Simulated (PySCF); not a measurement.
**Ag: excitation energy in x2c-TZVPPall**

Wanted: the excitation energy of silver, up a ladder of methods.

Method: unrestricted determinants in a Gaussian basis, no spin-orbit coupling in the energies. Code: PySCF 2.14.0.

## (1) Starting point

| Quantity | Value |
| --- | --- |
| Element | silver (Z = 47) |
| Basis | x2c-TZVPPall |
| Hamiltonian | the spin-free X2C one-electron Hamiltonian (Gaussian nucleus) |
| State 1 | Ag: [Kr] 4d9 5s1 5p1, one real determinant (an excited configuration) |
| Needed too, but not shown | Ag [Kr] 4d10 5s1 (2S) |
| Methods | UHF, LDA, PBE, PBE0, r2SCAN, MN15, B97-3, M06-2X, wB97X-V, MP2 |
| Core shells frozen in the correlated runs | valence: [Kr]; valence and next inner shell: [Ar] 3d10 (for Ag) |

Outer shells as boxes (Hund's rule):

Ag [Kr] 4d9 5s1 5p1
```
[Kr] core
4d [↑↓][↑↓][↑↓][↑↓][↑ ]
5s [↑ ]
5p [↑ ][  ][  ]
```

One driver process ran all states and methods and kept the integrals in memory. Each run is shown as a PySCF script that sums up its settings (the driver passes frozen orbitals as a list and adds second-order terms of double hybrids); the logs are those of the runs themselves. The driver starts from symmetry-adapted Hartree-Fock orbitals, holds the occupation by maximum overlap and uses a logarithmic radial grid for functionals, so a plain start would take other cycles.

The integrals over 79 functions and the set-up took 1.6 s of CPU time.

## (2) Ag [Kr] 4d9 5s1 5p1: the ladder of methods

Level: UHF.

File input.py:

```python
from pyscf import gto, scf, dft, mp, cc
import basis_set_exchange as bse
mol = gto.M(atom="Ag 0 0 0", charge=0, spin=3, symmetry="D2h",
            basis=gto.basis.parse(bse.get_basis("x2c-TZVPPall", elements=["Ag"], fmt="nwchem")),
            nucmod="G")
mf = scf.UHF(mol).sfx2c1e()
mf.irrep_nelec = {'Ag': (9, 7), 'B1g': (2, 2), 'B2g': (2, 2), 'B3g': (2, 2), 'B1u': (4, 3), 'B2u': (3, 3), 'B3u': (3, 3)}
mf.kernel()
```

What it wrote:

```text
damping factor = 0
level_shift factor = 0
DIIS = <class 'pyscf.scf.diis.CDIIS'>
diis_start_cycle = 1
diis_space = 10
diis_damp = 0
SCF conv_tol = 1e-09
SCF conv_tol_grad = None
number electrons alpha = 25  beta = 22
cycle= 1 E= -5312.6005576646  delta_E= -0.00732  |g|= 0.0317  |ddm|= 0.0746
cycle= 2 E= -5312.60100410216  delta_E= -0.000446  |g|= 0.00781  |ddm|= 0.0243
cycle= 3 E= -5312.60105924284  delta_E= -5.51e-05  |g|= 0.00142  |ddm|= 0.0125
cycle= 4 E= -5312.60106171863  delta_E= -2.48e-06  |g|= 0.000709  |ddm|= 0.00298
cycle= 5 E= -5312.60106204827  delta_E= -3.3e-07  |g|= 0.000116  |ddm|= 0.00126
cycle= 6 E= -5312.60106206534  delta_E= -1.71e-08  |g|= 2.52e-05  |ddm|= 0.000373
cycle= 7 E= -5312.6010620669  delta_E= -1.56e-09  |g|= 4.33e-06  |ddm|= 0.00014
cycle= 8 E= -5312.60106206694  delta_E= -3.46e-11  |g|= 6.88e-07  |ddm|= 2.28e-05
converged SCF energy = -5312.60106206694  <S^2> = 3.7531963  2S+1 = 4.0015978
```

It used 11 s of CPU time after the integrals (shared host).

Orbital energies by shell (radii are means over both spins):

| shell | electrons | mean orbital energy (eV) | spread (eV) | rms radius (bohr) |
| --- | --- | --- | --- | --- |
| 1s α | 1 | -25650.8 | 0 | 0.0357 |
| 1s β | 1 | -25650.7 | 0 | 0.0357 |
| 2s α | 1 | -3868.3 | 0 | 0.146 |
| 2s β | 1 | -3867.9 | 0 | 0.146 |
| 2p α | 3 | -3465.1 | 0.378 | 0.130 |
| 2p β | 3 | -3464.7 | 0.078 | 0.130 |
| 3s α | 1 | -751.36 | 0 | 0.392 |
| 3s β | 1 | -751.06 | 0 | 0.392 |
| 3p α | 3 | -615.36 | 0.716 | 0.394 |
| 3p β | 3 | -615.09 | 0.378 | 0.394 |
| 3d α | 5 | -400.64 | 0.802 | 0.376 |
| 3d β | 5 | -400.16 | 1.246 | 0.376 |
| 4s α | 1 | -123.44 | 0 | 0.975 |
| 4s β | 1 | -121.24 | 0 | 0.975 |
| 4p α | 3 | -81.661 | 1.710 | 1.07 |
| 4p β | 3 | -79.149 | 1.627 | 1.07 |
| 4d α | 5 | -20.160 | 1.824 | 1.45 |
| 4d β | 4 | -18.904 | 0.891 | 1.45 |
| 5s α | 1 | -10.145 | 0 | 3.26 |
| 5p α | 1 | -5.169 | 0 | 4.43 |

⟨S²⟩ = 3.753, ⟨L²⟩ = 8.06.

Spin-orbit constants on these orbitals (cm⁻¹; bare nucleus, screened nucleus, mean field): 4d 2370, 1866, 1738; 5p 1039, 994.5, 965.1. To first order in LS coupling the lowest level has J = 9/2 and lies 0.156 eV below the centre of the term.

⟨L²⟩ = 8.06 against 12 for a pure F term, so this real determinant mixes terms.

Level: LDA.

Changes to input.py:

```diff
@@ -5,3 +5,3 @@
             nucmod="G")
-mf = scf.UHF(mol).sfx2c1e()
+mf = dft.UKS(mol, xc="LDA,VWN").sfx2c1e()
 mf.irrep_nelec = {'Ag': (9, 7), 'B1g': (2, 2), 'B2g': (2, 2), 'B3g': (2, 2), 'B1u': (4, 3), 'B2u': (3, 3), 'B3u': (3, 3)}
```

What it wrote:

```text
damping factor = 0
level_shift factor = 0
DIIS = <class 'pyscf.scf.diis.CDIIS'>
diis_start_cycle = 1
diis_space = 10
diis_damp = 0
SCF conv_tol = 1e-09
SCF conv_tol_grad = None
number electrons alpha = 25  beta = 22
XC functionals = LDA,VWN
    P. A. M. Dirac.,  Math. Proc. Cambridge Philos. Soc. 26, 376 (1930)
    F. Bloch.,  Z. Phys. 57, 545 (1929)
    S. H. Vosko, L. Wilk, and M. Nusair.,  Can. J. Phys. 58, 1200 (1980)
cycle= 1 E= -5309.60185519148  delta_E= -0.0282  |g|= 0.118  |ddm|= 0.43
cycle= 2 E= -5309.60028788504  delta_E= 0.00157  |g|= 0.138  |ddm|= 0.123
cycle= 3 E= -5309.60336497505  delta_E= -0.00308  |g|= 0.0203  |ddm|= 0.0848
cycle= 4 E= -5309.60344748325  delta_E= -8.25e-05  |g|= 0.000803  |ddm|= 0.0127
cycle= 5 E= -5309.60344766092  delta_E= -1.78e-07  |g|= 5.91e-05  |ddm|= 0.000878
cycle= 6 E= -5309.60344766222  delta_E= -1.29e-09  |g|= 1.06e-05  |ddm|= 0.000122
cycle= 7 E= -5309.60344766225  delta_E= -3.64e-11  |g|= 4.03e-07  |ddm|= 1.25e-05
converged SCF energy = -5309.60344766225  <S^2> = 3.7506422  2S+1 = 4.0003211
```

CPU time 0.64 s on a shared host, the integrals not counted.

Level: PBE.

Changes to input.py:

```diff
@@ -5,3 +5,3 @@
             nucmod="G")
-mf = dft.UKS(mol, xc="LDA,VWN").sfx2c1e()
+mf = dft.UKS(mol, xc="PBE").sfx2c1e()
 mf.irrep_nelec = {'Ag': (9, 7), 'B1g': (2, 2), 'B2g': (2, 2), 'B3g': (2, 2), 'B1u': (4, 3), 'B2u': (3, 3), 'B3u': (3, 3)}
```

What it wrote:

```text
damping factor = 0
level_shift factor = 0
DIIS = <class 'pyscf.scf.diis.CDIIS'>
diis_start_cycle = 1
diis_space = 10
diis_damp = 0
SCF conv_tol = 1e-09
SCF conv_tol_grad = None
number electrons alpha = 25  beta = 22
XC functionals = PBE
    J. P. Perdew, K. Burke, and M. Ernzerhof.,  Phys. Rev. Lett. 77, 3865 (1996)
    J. P. Perdew, K. Burke, and M. Ernzerhof.,  Phys. Rev. Lett. 78, 1396 (1997)
    J. P. Perdew, K. Burke, and M. Ernzerhof.,  Phys. Rev. Lett. 77, 3865 (1996)
    J. P. Perdew, K. Burke, and M. Ernzerhof.,  Phys. Rev. Lett. 78, 1396 (1997)
cycle= 1 E= -5314.70537011207  delta_E= -0.0192  |g|= 0.0838  |ddm|= 0.365
cycle= 2 E= -5314.7046937555  delta_E= 0.000676  |g|= 0.0944  |ddm|= 0.0953
cycle= 3 E= -5314.7061492343  delta_E= -0.00146  |g|= 0.015  |ddm|= 0.0603
cycle= 4 E= -5314.70619434733  delta_E= -4.51e-05  |g|= 0.000401  |ddm|= 0.00908
cycle= 5 E= -5314.70619439278  delta_E= -4.55e-08  |g|= 4.46e-05  |ddm|= 0.000519
cycle= 6 E= -5314.7061943935  delta_E= -7.19e-10  |g|= 1.28e-05  |ddm|= 0.000102
converged SCF energy = -5314.7061943935  <S^2> = 3.7509666  2S+1 = 4.0004833
```

CPU time 0.93 s on a shared host, the integrals not counted.

Level: PBE0.

Changes to input.py:

```diff
@@ -5,3 +5,3 @@
             nucmod="G")
-mf = dft.UKS(mol, xc="PBE").sfx2c1e()
+mf = dft.UKS(mol, xc="PBE0").sfx2c1e()
 mf.irrep_nelec = {'Ag': (9, 7), 'B1g': (2, 2), 'B2g': (2, 2), 'B3g': (2, 2), 'B1u': (4, 3), 'B2u': (3, 3), 'B3u': (3, 3)}
```

What it wrote:

```text
damping factor = 0
level_shift factor = 0
DIIS = <class 'pyscf.scf.diis.CDIIS'>
diis_start_cycle = 1
diis_space = 10
diis_damp = 0
SCF conv_tol = 1e-09
SCF conv_tol_grad = None
number electrons alpha = 25  beta = 22
XC functionals = PBE0
    C. Adamo and V. Barone.,  J. Chem. Phys. 110, 6158 (1999)
    M. Ernzerhof and G. E. Scuseria.,  J. Chem. Phys. 110, 5029 (1999)
cycle= 1 E= -5314.78439728446  delta_E= -0.0123  |g|= 0.042  |ddm|= 0.266
cycle= 2 E= -5314.78453681028  delta_E= -0.00014  |g|= 0.0233  |ddm|= 0.0642
cycle= 3 E= -5314.78459621183  delta_E= -5.94e-05  |g|= 0.0091  |ddm|= 0.0134
cycle= 4 E= -5314.78461114903  delta_E= -1.49e-05  |g|= 0.000323  |ddm|= 0.00675
cycle= 5 E= -5314.78461122006  delta_E= -7.1e-08  |g|= 6.93e-05  |ddm|= 0.000992
cycle= 6 E= -5314.78461122158  delta_E= -1.52e-09  |g|= 1.26e-05  |ddm|= 9.78e-05
cycle= 7 E= -5314.78461122163  delta_E= -5.37e-11  |g|= 1.12e-06  |ddm|= 1.39e-05
converged SCF energy = -5314.78461122163  <S^2> = 3.7512248  2S+1 = 4.0006124
```

It used 1.2 s of CPU time after the integrals (shared host).

Level: r2SCAN.

Changes to input.py:

```diff
@@ -5,3 +5,3 @@
             nucmod="G")
-mf = dft.UKS(mol, xc="PBE0").sfx2c1e()
+mf = dft.UKS(mol, xc="R2SCAN").sfx2c1e()
 mf.irrep_nelec = {'Ag': (9, 7), 'B1g': (2, 2), 'B2g': (2, 2), 'B3g': (2, 2), 'B1u': (4, 3), 'B2u': (3, 3), 'B3u': (3, 3)}
```

What it wrote:

```text
damping factor = 0
level_shift factor = 0
DIIS = <class 'pyscf.scf.diis.CDIIS'>
diis_start_cycle = 1
diis_space = 10
diis_damp = 0
SCF conv_tol = 1e-09
SCF conv_tol_grad = None
number electrons alpha = 25  beta = 22
XC functionals = R2SCAN
    J. W. Furness, A. D. Kaplan, J. Ning, J. P. Perdew, and J. Sun.,  J. Phys. Chem. Lett. 11, 8208-8215 (2020)
    J. W. Furness, A. D. Kaplan, J. Ning, J. P. Perdew, and J. Sun.,  J. Phys. Chem. Lett. 11, 9248-9248 (2020)
    J. W. Furness, A. D. Kaplan, J. Ning, J. P. Perdew, and J. Sun.,  J. Phys. Chem. Lett. 11, 8208-8215 (2020)
    J. W. Furness, A. D. Kaplan, J. Ning, J. P. Perdew, and J. Sun.,  J. Phys. Chem. Lett. 11, 9248-9248 (2020)
cycle= 1 E= -5315.12385332194  delta_E= -0.014  |g|= 0.0608  |ddm|= 0.318
cycle= 2 E= -5315.12380414163  delta_E= 4.92e-05  |g|= 0.0529  |ddm|= 0.0761
cycle= 3 E= -5315.12420463054  delta_E= -0.0004  |g|= 0.0132  |ddm|= 0.0334
cycle= 4 E= -5315.12423972219  delta_E= -3.51e-05  |g|= 0.0004  |ddm|= 0.00923
cycle= 5 E= -5315.12423978608  delta_E= -6.39e-08  |g|= 9.68e-05  |ddm|= 0.000432
cycle= 6 E= -5315.12423978923  delta_E= -3.15e-09  |g|= 1.64e-05  |ddm|= 0.000147
cycle= 7 E= -5315.12423978931  delta_E= -8.28e-11  |g|= 1.7e-06  |ddm|= 1.45e-05
converged SCF energy = -5315.12423978931  <S^2> = 3.7525514  2S+1 = 4.0012755
```

It used 1.9 s of CPU time after the integrals (shared host).

Level: MN15.

Changes to input.py:

```diff
@@ -5,3 +5,3 @@
             nucmod="G")
-mf = dft.UKS(mol, xc="R2SCAN").sfx2c1e()
+mf = dft.UKS(mol, xc="MN15").sfx2c1e()
 mf.irrep_nelec = {'Ag': (9, 7), 'B1g': (2, 2), 'B2g': (2, 2), 'B3g': (2, 2), 'B1u': (4, 3), 'B2u': (3, 3), 'B3u': (3, 3)}
```

What it wrote:

```text
damping factor = 0
level_shift factor = 0
DIIS = <class 'pyscf.scf.diis.CDIIS'>
diis_start_cycle = 1
diis_space = 10
diis_damp = 0
SCF conv_tol = 1e-09
SCF conv_tol_grad = None
number electrons alpha = 25  beta = 22
XC functionals = MN15
    H. S. Yu, X. He, S. L. Li, and D. G. Truhlar.,  Chem. Sci. 7, 5032-5051 (2016)
    H. S. Yu, X. He, S. L. Li, and D. G. Truhlar.,  Chem. Sci. 7, 5032-5051 (2016)
cycle= 1 E= -5318.59800794049  delta_E= -0.0595  |g|= 0.0963  |ddm|= 0.396
cycle= 2 E= -5318.59849368335  delta_E= -0.000486  |g|= 0.0328  |ddm|= 0.0735
cycle= 3 E= -5318.59854551844  delta_E= -5.18e-05  |g|= 0.0137  |ddm|= 0.0159
cycle= 4 E= -5318.59857457304  delta_E= -2.91e-05  |g|= 0.000928  |ddm|= 0.0089
cycle= 5 E= -5318.5985750289  delta_E= -4.56e-07  |g|= 0.000238  |ddm|= 0.00263
cycle= 6 E= -5318.59857504705  delta_E= -1.82e-08  |g|= 1.49e-05  |ddm|= 0.000618
cycle= 7 E= -5318.59857504724  delta_E= -1.92e-10  |g|= 1.25e-06  |ddm|= 7.41e-05
converged SCF energy = -5318.59857504724  <S^2> = 3.7507525  2S+1 = 4.0003762
```

CPU time 2 s on a shared host, the integrals not counted.

Level: B97-3.

Changes to input.py:

```diff
@@ -5,3 +5,3 @@
             nucmod="G")
-mf = dft.UKS(mol, xc="MN15").sfx2c1e()
+mf = dft.UKS(mol, xc="HYB_GGA_XC_B97_3").sfx2c1e()
 mf.irrep_nelec = {'Ag': (9, 7), 'B1g': (2, 2), 'B2g': (2, 2), 'B3g': (2, 2), 'B1u': (4, 3), 'B2u': (3, 3), 'B3u': (3, 3)}
```

What it wrote:

```text
damping factor = 0
level_shift factor = 0
DIIS = <class 'pyscf.scf.diis.CDIIS'>
diis_start_cycle = 1
diis_space = 10
diis_damp = 0
SCF conv_tol = 1e-09
SCF conv_tol_grad = None
number electrons alpha = 25  beta = 22
XC functionals = HYB_GGA_XC_B97_3
    T. W. Keal and D. J. Tozer.,  J. Chem. Phys. 123, 121103 (2005)
cycle= 1 E= -5314.78190245693  delta_E= -0.0124  |g|= 0.0382  |ddm|= 0.249
cycle= 2 E= -5314.78207655151  delta_E= -0.000174  |g|= 0.0249  |ddm|= 0.0807
cycle= 3 E= -5314.78216544147  delta_E= -8.89e-05  |g|= 0.00892  |ddm|= 0.0144
cycle= 4 E= -5314.78218067443  delta_E= -1.52e-05  |g|= 0.000508  |ddm|= 0.00825
cycle= 5 E= -5314.78218106179  delta_E= -3.87e-07  |g|= 8.73e-05  |ddm|= 0.0026
cycle= 6 E= -5314.78218106913  delta_E= -7.35e-09  |g|= 1.69e-05  |ddm|= 0.000195
cycle= 7 E= -5314.7821810694  delta_E= -2.68e-10  |g|= 3.95e-06  |ddm|= 4.64e-05
converged SCF energy = -5314.7821810694  <S^2> = 3.7505814  2S+1 = 4.0002907
```

It used 1.1 s of CPU time after the integrals (shared host).

Level: M06-2X.

Changes to input.py:

```diff
@@ -5,3 +5,3 @@
             nucmod="G")
-mf = dft.UKS(mol, xc="HYB_GGA_XC_B97_3").sfx2c1e()
+mf = dft.UKS(mol, xc="M062X").sfx2c1e()
 mf.irrep_nelec = {'Ag': (9, 7), 'B1g': (2, 2), 'B2g': (2, 2), 'B3g': (2, 2), 'B1u': (4, 3), 'B2u': (3, 3), 'B3u': (3, 3)}
```

What it wrote:

```text
damping factor = 0
level_shift factor = 0
DIIS = <class 'pyscf.scf.diis.CDIIS'>
diis_start_cycle = 1
diis_space = 10
diis_damp = 0
SCF conv_tol = 1e-09
SCF conv_tol_grad = None
number electrons alpha = 25  beta = 22
XC functionals = M062X
    Y. Zhao and D. G. Truhlar.,  Theor. Chem. Acc. 120, 215 (2008)
    Y. Zhao and D. G. Truhlar.,  Theor. Chem. Acc. 120, 215 (2008)
cycle= 1 E= -5315.54833799002  delta_E= -0.0128  |g|= 0.0266  |ddm|= 0.193
cycle= 2 E= -5315.54874171461  delta_E= -0.000404  |g|= 0.0142  |ddm|= 0.0855
cycle= 3 E= -5315.54880527174  delta_E= -6.36e-05  |g|= 0.00865  |ddm|= 0.0152
cycle= 4 E= -5315.54882658407  delta_E= -2.13e-05  |g|= 0.00144  |ddm|= 0.0137
cycle= 5 E= -5315.54882965203  delta_E= -3.07e-06  |g|= 0.000274  |ddm|= 0.00814
cycle= 6 E= -5315.54882976095  delta_E= -1.09e-07  |g|= 5.25e-05  |ddm|= 0.00118
cycle= 7 E= -5315.54882976392  delta_E= -2.96e-09  |g|= 6.55e-06  |ddm|= 0.000167
cycle= 8 E= -5315.54882976396  delta_E= -4.09e-11  |g|= 9.24e-07  |ddm|= 2.48e-05
converged SCF energy = -5315.54882976396  <S^2> = 3.7509167  2S+1 = 4.0004583
```

It used 2.2 s of CPU time after the integrals (shared host).

Level: wB97X-V.

Changes to input.py:

```diff
@@ -5,3 +5,3 @@
             nucmod="G")
-mf = dft.UKS(mol, xc="M062X").sfx2c1e()
+mf = dft.UKS(mol, xc="WB97X_V").sfx2c1e()
 mf.irrep_nelec = {'Ag': (9, 7), 'B1g': (2, 2), 'B2g': (2, 2), 'B3g': (2, 2), 'B1u': (4, 3), 'B2u': (3, 3), 'B3u': (3, 3)}
```

What it wrote:

```text
damping factor = 0
level_shift factor = 0
DIIS = <class 'pyscf.scf.diis.CDIIS'>
diis_start_cycle = 1
diis_space = 10
diis_damp = 0
SCF conv_tol = 1e-09
SCF conv_tol_grad = None
number electrons alpha = 25  beta = 22
XC functionals = WB97X_V
    N. Mardirossian and M. Head-Gordon.,  Phys. Chem. Chem. Phys. 16, 9904-9924 (2014)
NLC functional = WB97X_V
cycle= 1 E= -5314.8254114465  delta_E= -0.0128  |g|= 0.0404  |ddm|= 0.172
cycle= 2 E= -5314.82587404483  delta_E= -0.000463  |g|= 0.0137  |ddm|= 0.0699
cycle= 3 E= -5314.82592813146  delta_E= -5.41e-05  |g|= 0.00609  |ddm|= 0.0187
cycle= 4 E= -5314.82594374366  delta_E= -1.56e-05  |g|= 0.00176  |ddm|= 0.013
cycle= 5 E= -5314.82594663096  delta_E= -2.89e-06  |g|= 0.000173  |ddm|= 0.00681
cycle= 6 E= -5314.82594668114  delta_E= -5.02e-08  |g|= 3.18e-05  |ddm|= 0.000857
cycle= 7 E= -5314.82594668333  delta_E= -2.19e-09  |g|= 8.5e-06  |ddm|= 0.000173
cycle= 8 E= -5314.82594668348  delta_E= -1.56e-10  |g|= 7.13e-07  |ddm|= 5.57e-05
converged SCF energy = -5314.82594668348  <S^2> = 3.7507633  2S+1 = 4.0003816
```

It used 3.4 s of CPU time after the integrals (shared host).

## (3) Ag [Kr] 4d9 5s1 5p1, continued

Level: MP2 (valence).

input.py: that of step 2 with these lines changed.

```diff
@@ -5,4 +5,5 @@
             nucmod="G")
-mf = dft.UKS(mol, xc="WB97X_V").sfx2c1e()
+mf = scf.UHF(mol).sfx2c1e()
 mf.irrep_nelec = {'Ag': (9, 7), 'B1g': (2, 2), 'B2g': (2, 2), 'B3g': (2, 2), 'B1u': (4, 3), 'B2u': (3, 3), 'B3u': (3, 3)}
 mf.kernel()
+mp.UMP2(mf, frozen=18).kernel()
```

No log was kept for this step.

It used 0.17 s of CPU time after the integrals (shared host).

With 11 electrons correlated, the MP2 correlation energy is -0.32235 hartree (-0.12323 same spin, -0.19912 opposite spin); the SCS form gives -0.28002. Largest pairs of shells: 4d-4d -0.2786, 4d-5s -0.0293, 4d-5p -0.0126, 5s-5p -0.0018, 5s-5s 0.0000.

Level: MP2 (valence and next inner shell).

Changes to input.py:

```diff
@@ -8,2 +8,2 @@
 mf.kernel()
-mp.UMP2(mf, frozen=18).kernel()
+mp.UMP2(mf, frozen=14).kernel()
```

No log was kept for this step.

It used 0.19 s of CPU time after the integrals (shared host).

With 19 electrons correlated, the MP2 correlation energy is -0.60719 hartree (-0.20497 same spin, -0.40222 opposite spin); the SCS form gives -0.55098. Largest pairs of shells: 4d-4d -0.2786, 4p-4d -0.1705, 4p-4p -0.0478, 4s-4d -0.0319, 4d-5s -0.0293.

Radial density 4πr²ρ of Ag at UHF, without picture-change correction:

| r (bohr) | density | spin density |
| --- | --- | --- |
| 0.000504 | 0.570 | 0.000 |
| 0.000848 | 1.35 | 0.000 |
| 0.00143 | 3.15 | 0.000 |
| 0.00240 | 7.08 | 0.001 |
| 0.00404 | 15.1 | 0.002 |
| 0.00679 | 29.2 | 0.003 |
| 0.0114 | 47.8 | 0.005 |
| 0.0192 | 60.3 | 0.005 |
| 0.0323 | 54.8 | 0.002 |
| 0.0543 | 55.0 | 0.011 |
| 0.0914 | 75.9 | 0.049 |
| 0.154 | 55.9 | 0.139 |
| 0.259 | 59.4 | 0.219 |
| 0.435 | 36.0 | -0.002 |
| 0.732 | 17.4 | 0.609 |
| 1.23 | 12.8 | 0.772 |
| 2.07 | 2.67 | 0.744 |
| 3.48 | 0.651 | 0.563 |
| 5.86 | 0.130 | 0.129 |
| 9.85 | 0.00413 | 0.004 |

## (4) Differences of total energies

Excitation energy: Ag [Kr] 4d10 5s1 (2S) → Ag [Kr] 4d9 5s1 5p1 (high-spin determinant).

| method | value (eV) |
| --- | --- |
| UHF | 5.741 |
| LDA | 7.846 |
| PBE | 7.547 |
| PBE0 | 7.292 |
| r2SCAN | 7.253 |
| MN15 | 7.478 |
| B97-3 | 7.558 |
| M06-2X | 7.470 |
| wB97X-V | 7.363 |
| MP2 (valence) | 7.549 |
| SCS-MP2 (valence) | 7.463 |
| MP2 (valence and next inner shell) | 7.552 |
| SCS-MP2 (valence and next inner shell) | 7.397 |

A first-order spin-orbit estimate (lowest level to lowest level, LS coupling) adds -0.156 eV. The determinant of Ag mixes LS terms, which raises its energy at the Hartree-Fock and MP2 levels.

The differences also use runs on Ag [Kr] 4d10 5s1 (2S), which are not shown here.

## (5) Summary of results

| quantity | value |
| --- | --- |
| excitation energy, Ag → [Kr] 4d9 5s1 5p1 | UHF 5.741, MP2 (valence and next inner shell) 7.552 eV |

The methods span 2.105 eV, from UHF (5.741) to LDA (7.846). No reference value is at hand in this session. The basis is finite, and no extrapolation was made.
